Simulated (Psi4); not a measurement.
# C2H3BF (SMILES [H]/[C]=C\BF): U-revPBE/aug-cc-pVDZ, part 2 of 2

Psi4 1.11. The steps go on from the part before.

**3. The singlet cation**

The input, c2h3bf.json:

```json
{
 "schema_name": "qcschema_input",
 "schema_version": 1,
 "molecule": {
  "schema_name": "qcschema_molecule",
  "schema_version": 2,
  "symbols": ["C", "C", "B", "F", "H", "H", "H"],
  "geometry": [-2.00059636, 2.05570077, -0.32183926, -0.04178184, 1.04938381, 0.78332927, 1.19676355, -1.50511017, -0.02158067, 0.23328669, -2.78944363, -1.91826099, -3.18751444, 1.53602609, -1.87218947, 0.82259778, 2.02034399, 2.37064253, 2.97724461, -2.36688197, 0.97987969],
  "molecular_charge": 1,
  "molecular_multiplicity": 1,
  "fix_symmetry": "c1",
  "fix_com": true,
  "fix_orientation": true
 },
 "driver": "gradient",
 "model": {
  "method": "revpbe",
  "basis": "aug-cc-pVDZ"
 },
 "keywords": {
  "puream": true,
  "e_convergence": 1e-09,
  "d_convergence": 1e-08,
  "scf_type": "pk",
  "dft_radial_points": 99,
  "dft_spherical_points": 590
 }
}
```

Started as:

```sh
$ psi4 --qcschema c2h3bf.json -n 1 --memory 1600MB
```

stdout:

```text
Psi4 1.11 release

  ==> Input QCSchema <==

--------------------------------------------------------------------------
{'id': None,
 'molecule': {'extras': {},
              'fix_com': True,
              'fix_orientation': True,
              'fix_symmetry': 'c1',
              'geometry': [-2.00059636, 2.05570077, -0.32183926, -0.04178184, 1.04938381, 0.78332927, 1.19676355,
                           -1.50511017, -0.02158067, 0.23328669, -2.78944363, -1.91826099, -3.18751444, 1.53602609,
                           -1.87218947, 0.82259778, 2.02034399, 2.37064253, 2.97724461, -2.36688197, 0.97987969],
              'molecular_charge': 1.0,
              'molecular_multiplicity': 1.0,
              'name': 'BC2FH3',
              'provenance': {'creator': 'QCElemental',
                             'routine': 'qcelemental.molparse.from_schema',
                             'version': '0.51.2'},
              'schema_name': 'qcschema_molecule',
              'schema_version': 3,
              'symbols': ['C', 'C', 'B', 'F', 'H', 'H', 'H'],
              'validated': True},
 'provenance': {'creator': 'QCElemental', 'routine': 'qcelemental.models.v1.results', 'version': '0.51.2'},
 'schema_name': 'qcschema_atomic_input',
 'schema_version': 2,
 'specification': {'driver': 'gradient',
                   'extras': {},
                   'keywords': {'d_convergence': 1e-08,
                                'dft_radial_points': 99,
                                'dft_spherical_points': 590,
                                'e_convergence': 1e-09,
                                'puream': True,
                                'scf_type': 'pk'},
                   'model': {'basis': 'aug-cc-pVDZ', 'method': 'revpbe'},
                   'program': '',
                   'protocols': {'error_correction': {'default_policy': True, 'policies': None},
                                 'native_files': 'none',
                                 'schema_name': 'qcschema_atomic_protocols',
                                 'stdout': True,
                                 'wavefunction': 'none'},
                   'schema_name': 'qcschema_atomic_specification'}}
--------------------------------------------------------------------------

gradient() will perform analytic gradient computation.

   => Loading Basis Set <=

    Name: AUG-CC-PVDZ
    Role: ORBITAL
    Keyword: BASIS

         ---------------------------------------------------------
                                   SCF
                              RKS Reference
                        1 Threads,   1525 MiB Core
         ---------------------------------------------------------

  ==> Geometry <==

    Molecular point group: c1
    Full point group: C1

    Geometry (in Bohr), charge = 1, multiplicity = 1:

       Center              X                  Y                   Z               Mass
    ------------   -----------------  -----------------  -----------------  -----------------
         C           -2.000596360000     2.055700770000    -0.321839260000    12.000000000000
         C           -0.041781840000     1.049383810000     0.783329270000    12.000000000000
         B            1.196763550000    -1.505110170000    -0.021580670000    11.009305360000
         F            0.233286690000    -2.789443630000    -1.918260990000    18.998403162730
         H           -3.187514440000     1.536026090000    -1.872189470000     1.007825032230
         H            0.822597780000     2.020343990000     2.370642530000     1.007825032230
         H            2.977244610000    -2.366881970000     0.979879690000     1.007825032230

  Running in c1 symmetry.

  Rotational constants: A =      0.62744  B =      0.18450  C =      0.14258 [cm^-1]
  Rotational constants: A =  18810.28062  B =   5531.29153  C =   4274.43164 [MHz]
  Nuclear repulsion =   91.471309088327374

  Charge       = 1
  Multiplicity = 1
  Electrons    = 28
  Nalpha       = 14
  Nbeta        = 14

  ==> Algorithm <==

  SCF Algorithm Type is PK.
  DIIS enabled.
  MOM disabled.
  Fractional occupation disabled.
  Guess Type is SAD.
  Energy threshold   = 1.00e-09
  Density threshold  = 1.00e-08
  Integral threshold = 1.00e-12

  ==> Primary Basis <==

  Basis Set: AUG-CC-PVDZ
    Blend: AUG-CC-PVDZ
    Number of shells: 51
    Number of basis functions: 119
    Number of Cartesian functions: 127
    Spherical Harmonics?: true
    Max angular momentum: 2

  ==> DFT Potential <==

   => LibXC <=

    Version 7.1.2

   => Composite Functional: REVPBE <=

    revPBE GGA Exchange-Correlation Functional

    Deriv               =              1
    GGA                 =           TRUE
    Meta                =          FALSE

    Exchange Hybrid     =          FALSE
    MP2 Hybrid          =          FALSE

   => Exchange Functionals <=

    1.0000   XC_GGA_X_PBE_R

   => Correlation Functionals <=

    1.0000     XC_GGA_C_PBE

   => LibXC Density Thresholds  <==

    XC_GGA_C_PBE:  1.00E-12
    XC_GGA_X_PBE_R:  1.00E-15

   => Molecular Quadrature <=

    Radial Scheme          =       TREUTLER
    Pruning Scheme         =           NONE
    Nuclear Scheme         =       TREUTLER

    Blocking Scheme        =         OCTREE
    BS radius alpha        =              1
    Pruning alpha          =              1
    Radial Points          =             99
    Spherical Points       =            590
    Total Points           =         393582
    Total Blocks           =           2829
    Max Points             =            256
    Max Functions          =            119
    Weights Tolerance      =       1.00E-15

  ==> Integral Setup <==

  Using in-core PK algorithm.
   Calculation information:
      Number of atoms:                   7
      Number of AO shells:              51
      Number of primitives:            121
      Number of atomic orbitals:       127
      Number of basis functions:       119

      Integral cutoff                 1.00e-12
      Number of threads:                 1

  Performing in-core PK
  Using 50986740 doubles for integral storage.
  We computed 878905 shell quartets total.
  Whereas there are 879801 unique shell quartets.

  ==> DiskJK: Disk-Based J/K Matrices <==

    J tasked:                  Yes
    K tasked:                   No
    wK tasked:                  No
    Memory [MiB]:             1029
    Schwarz Cutoff:          1E-12

  Cached 8.3% of DFT collocation blocks in 0.102 [GiB].

  Minimum eigenvalue in the overlap matrix is 7.2938462780E-05.
  Reciprocal condition number of the overlap matrix is 7.7010466434E-06.
    Using symmetric orthogonalization.

  ==> Pre-Iterations <==

  SCF Guess: Superposition of Atomic Densities via on-the-fly atomic UHF (no occupation information).

   -------------------------
    Irrep   Nso     Nmo
   -------------------------
     A        119     119
   -------------------------
    Total     119     119
   -------------------------

  ==> Iterations <==

                        Total Energy        Delta E     RMS |[F,P]|

   @RKS iter SAD:  -201.89082192158196   -2.01891e+02   0.00000e+00
   @RKS iter   1:  -201.98386983859481   -9.30479e-02   6.22592e-03 DIIS/ADIIS
   @RKS iter   2:  -200.27879299388087    1.70508e+00   1.37764e-02 DIIS/ADIIS
   @RKS iter   3:  -202.04940301584864   -1.77061e+00   4.57692e-03 DIIS/ADIIS
   @RKS iter   4:  -202.25935527234361   -2.09952e-01   1.37984e-03 DIIS/ADIIS
   @RKS iter   5:  -202.27627717569084   -1.69219e-02   3.14658e-04 DIIS/ADIIS
   @RKS iter   6:  -202.27642006061302   -1.42885e-04   2.75463e-04 DIIS/ADIIS
   @RKS iter   7:  -202.27729436984140   -8.74309e-04   5.79629e-05 DIIS
   @RKS iter   8:  -202.27731675517029   -2.23853e-05   2.38046e-05 DIIS
   @RKS iter   9:  -202.27731980840196   -3.05323e-06   9.51012e-06 DIIS
   @RKS iter  10:  -202.27732029086934   -4.82467e-07   2.93615e-06 DIIS
   @RKS iter  11:  -202.27732037613654   -8.52672e-08   3.51197e-07 DIIS
   @RKS iter  12:  -202.27732037718971   -1.05317e-09   5.43491e-08 DIIS
   @RKS iter  13:  -202.27732037722140   -3.16902e-11   5.24981e-09 DIIS
  Energy and wave function converged.

  ==> Post-Iterations <==

   Electrons on quadrature grid:
      Ntotal   =   28.0000004636 ; deviation = 4.636e-07

    Orbital Energies [Eh]
    ---------------------

    Doubly Occupied:

       1A    -24.541050     2A    -10.283939     3A    -10.206125
       4A     -6.847984     5A     -1.355505     6A     -1.000416
       7A     -0.813707     8A     -0.739400     9A     -0.691801
      10A     -0.672543    11A     -0.631189    12A     -0.625909
      13A     -0.549429    14A     -0.542111

    Virtual:

      15A     -0.458568    16A     -0.356593    17A     -0.224927
      18A     -0.176527    19A     -0.168081    20A     -0.129452
      21A     -0.115381    22A     -0.112881    23A     -0.105776
      24A     -0.089566    25A     -0.070059    26A     -0.067505
      27A     -0.057341    28A     -0.053761    29A     -0.049348
      30A     -0.022354    31A     -0.018796    32A     -0.011477
      33A     -0.004521    34A      0.002286    35A      0.016569
      36A      0.033401    37A      0.046038    38A      0.048804
      39A      0.061853    40A      0.067411    41A      0.069961
      42A      0.079047    43A      0.106960    44A      0.117218
      45A      0.140827    46A      0.145621    47A      0.164523
      48A      0.181344    49A      0.200457    50A      0.205340
      51A      0.210159    52A      0.215650    53A      0.215770
      54A      0.238741    55A      0.248771    56A      0.251873
      57A      0.262501    58A      0.294979    59A      0.327140
      60A      0.331513    61A      0.352943    62A      0.360232
      63A      0.371812    64A      0.397673    65A      0.408498
      66A      0.447635    67A      0.449077    68A      0.480995
      69A      0.488072    70A      0.511357    71A      0.563634
      72A      0.605106    73A      0.672568    74A      0.691575
      75A      0.698510    76A      0.743448    77A      0.747011
      78A      0.814473    79A      0.869838    80A      0.961841
      81A      0.985684    82A      1.002372    83A      1.032986
      84A      1.053454    85A      1.066005    86A      1.079290
      87A      1.120947    88A      1.153854    89A      1.168444
      90A      1.233087    91A      1.244132    92A      1.247636
      93A      1.289665    94A      1.364133    95A      1.385160
      96A      1.423449    97A      1.431024    98A      1.463103
      99A      1.540462   100A      1.554724   101A      1.572483
     102A      1.627834   103A      1.739969   104A      1.793162
     105A      1.799272   106A      1.863423   107A      1.951950
     108A      2.027518   109A      2.039218   110A      2.187592
     111A      2.268729   112A      2.594035   113A      2.678897
     114A      3.067910   115A      4.127593   116A      4.169163
     117A      4.216785   118A      4.289908   119A      4.308527

    Final Occupation by Irrep:
              A
    DOCC [    14 ]
    NA   [    14 ]
    NB   [    14 ]

  @RKS Final Energy:  -202.27732037722140

   => Energetics <=

    Nuclear Repulsion Energy =             91.4713090883273736
    One-Electron Energy =                -449.7045465170344869
    Two-Electron Energy =                 181.9787897795846447
    DFT Exchange-Correlation Energy =     -26.0228727280989247
    Empirical Dispersion Energy =           0.0000000000000000
    VV10 Nonlocal Energy =                  0.0000000000000000
    Total Energy =                       -202.2773203772214003

Computation Completed

Properties will be evaluated at   0.000000,   0.000000,   0.000000 [a0]

Properties computed using the SCF density matrix

 Multipole Moments:

 ------------------------------------------------------------------------------------
     Multipole            Electronic (a.u.)      Nuclear  (a.u.)        Total (a.u.)
 ------------------------------------------------------------------------------------

 L = 1.  Multiply by 2.5417464519 to convert [e a0] to [Debye]
 Dipole X            :          3.0241321           -3.5585433           -0.5344112
 Dipole Y            :         13.7045327          -12.8105479            0.8939847
 Dipole Z            :         13.3055563          -13.1249794            0.1805768
 Magnitude           :                                                    1.0570771

 ------------------------------------------------------------------------------------

	total time  =         35 seconds =       0.58 minutes

         ------------------------------------------------------------
                                   SCF GRAD
         ------------------------------------------------------------

  ==> Geometry <==

    Molecular point group: c1
    Full point group: C1

    Geometry (in Bohr), charge = 1, multiplicity = 1:

       Center              X                  Y                   Z               Mass
    ------------   -----------------  -----------------  -----------------  -----------------
         C           -2.000596360000     2.055700770000    -0.321839260000    12.000000000000
         C           -0.041781840000     1.049383810000     0.783329270000    12.000000000000
         B            1.196763550000    -1.505110170000    -0.021580670000    11.009305360000
         F            0.233286690000    -2.789443630000    -1.918260990000    18.998403162730
         H           -3.187514440000     1.536026090000    -1.872189470000     1.007825032230
         H            0.822597780000     2.020343990000     2.370642530000     1.007825032230
         H            2.977244610000    -2.366881970000     0.979879690000     1.007825032230

  Nuclear repulsion =   91.471309088327374

  ==> Basis Set <==

  Basis Set: AUG-CC-PVDZ
    Blend: AUG-CC-PVDZ
    Number of shells: 51
    Number of basis functions: 119
    Number of Cartesian functions: 127
    Spherical Harmonics?: true
    Max angular momentum: 2

  ==> DirectJKGrad: Integral-Direct SCF Gradients <==

    Gradient:                    1
    J tasked:                  Yes
    K tasked:                   No
    wK tasked:                  No
    Integrals threads:           1
    Schwarz Cutoff:          1E-12

  ==> DFT Potential <==

   => LibXC <=

    Version 7.1.2

   => Composite Functional: REVPBE <=

    revPBE GGA Exchange-Correlation Functional

    Deriv               =              1
    GGA                 =           TRUE
    Meta                =          FALSE

    Exchange Hybrid     =          FALSE
    MP2 Hybrid          =          FALSE

   => Exchange Functionals <=

    1.0000   XC_GGA_X_PBE_R

   => Correlation Functionals <=

    1.0000     XC_GGA_C_PBE

   => LibXC Density Thresholds  <==

    XC_GGA_C_PBE:  1.00E-12
    XC_GGA_X_PBE_R:  1.00E-15

   => Molecular Quadrature <=

    Radial Scheme          =       TREUTLER
    Pruning Scheme         =           NONE
    Nuclear Scheme         =       TREUTLER

    Blocking Scheme        =         OCTREE
    BS radius alpha        =              1
    Pruning alpha          =              1
    Radial Points          =             99
    Spherical Points       =            590
    Total Points           =         393582
    Total Blocks           =           2829
    Max Points             =            256
    Max Functions          =            119
    Weights Tolerance      =       1.00E-15

  -Total Gradient:
     Atom            X                  Y                   Z
    ------   -----------------  -----------------  -----------------
       1       -0.057680014679     0.067092413903    -0.003420311522
       2        0.046720063411    -0.078946201869    -0.016514354420
       3        0.002418463553     0.037521651514     0.031561694954
       4        0.003962595977     0.001484654306     0.004697663007
       5        0.034969260804    -0.022467051804     0.016276741981
       6       -0.014704680868    -0.002256503452    -0.015935749227
       7       -0.015673341327    -0.002411161716    -0.016645948055

	total time  =         13 seconds =       0.22 minutes

    Psi4 run time: 0:00:48.36
```

The result, in JSON:

```text
{
 "driver": "gradient",
 "model": {
  "method": "revpbe",
  "basis": "aug-cc-pVDZ"
 },
 "success": true,
 "return_result": [-0.05768001467850907, 0.06709241390348042, -0.0034203115221184827, 0.04672006341110097, -0.07894620186886109, -0.016514354420049643, 0.0024184635525781387, 0.03752165151448547, 0.03156169495362741, 0.003962595976947786, 0.0014846543056476202, 0.004697663006584973, 0.034969260803545496, -0.02246705180365252, 0.016276741980598253, -0.014704680868252183, -0.0022565034520458105, -0.015935749226971718, -0.01567334132673448, -0.0024111617161795204, -0.0166459480546943],
 "properties": {
  "calcinfo_nbasis": 119,
  "calcinfo_nmo": 119,
  "calcinfo_nalpha": 14,
  "calcinfo_nbeta": 14,
  "calcinfo_natom": 7,
  "nuclear_repulsion_energy": 91.47130908832737,
  "return_energy": -202.2773203772214,
  "return_gradient": [-0.05768001467850907, 0.06709241390348042, -0.0034203115221184827, 0.04672006341110097, -0.07894620186886109, -0.016514354420049643, 0.0024184635525781387, 0.03752165151448547, 0.03156169495362741, 0.003962595976947786, 0.0014846543056476202, 0.004697663006584973, 0.034969260803545496, -0.02246705180365252, 0.016276741980598253, -0.014704680868252183, -0.0022565034520458105, -0.015935749226971718, -0.01567334132673448, -0.0024111617161795204, -0.0166459480546943],
  "scf_one_electron_energy": -449.7045465170345,
  "scf_two_electron_energy": 181.97878977958464,
  "scf_xc_energy": -26.022872728098925,
  "scf_dipole_moment": [-0.534411209975854, 0.8939847426747924, 0.18057684744775493],
  "scf_total_energy": -202.2773203772214,
  "scf_total_gradient": [-0.05768001467850907, 0.06709241390348042, -0.0034203115221184827, 0.04672006341110097, -0.07894620186886109, -0.016514354420049643, 0.0024184635525781387, 0.03752165151448547, 0.03156169495362741, 0.003962595976947786, 0.0014846543056476202, 0.004697663006584973, 0.034969260803545496, -0.02246705180365252, 0.016276741980598253, -0.014704680868252183, -0.0022565034520458105, -0.015935749226971718, -0.01567334132673448, -0.0024111617161795204, -0.0166459480546943],
  "scf_iterations": 13
 }
}
```

Wall time 50 s (1 thread of Intel Xeon Platinum 8375C at 2.90GHz (Ice Lake), shared host); peak memory 0.73 GiB.

**4. Outcome**

What follows sums up all 2 parts.

At U-revPBE/aug-cc-pVDZ:

| quantity | value |
| --- | --- |
| doublet C2H3BF: total energy | -202.61148 Eh |
| doublet C2H3BF: dipole moment | 0.44 D |
| doublet C2H3BF: HOMO energy (highest over α and β) | -5.50 eV |
| doublet C2H3BF: LUMO energy (lowest over α and β) | -3.27 eV |
| doublet C2H3BF: ⟨S²⟩ | 0.759 |
| doublet C2H3BF: largest force on an atom | 2.018 eV/Å |
| singlet cation: total energy | -202.27732 Eh |
| singlet cation: HOMO energy | -14.75 eV |
| singlet cation: LUMO energy | -12.48 eV |
| singlet cation: HOMO–LUMO gap | 2.27 eV |
| singlet cation: largest force on an atom | 4.793 eV/Å |
| vertical ionisation energy (to the singlet cation) | 9.093 eV |

**Reading.** The vertical ionisation energy comes to 9.09 eV (210 kcal/mol). The largest force (doublet C2H3BF) is 2.02 eV/Å: the shape isn't a stationary point for this species at this level. Only the singlet of the ionised species was computed; a triplet could lie lower. Mulliken charges (doublet C2H3BF) run from -0.54 on H5 to +0.66 on H7; in a basis this large or diffuse they mean little.
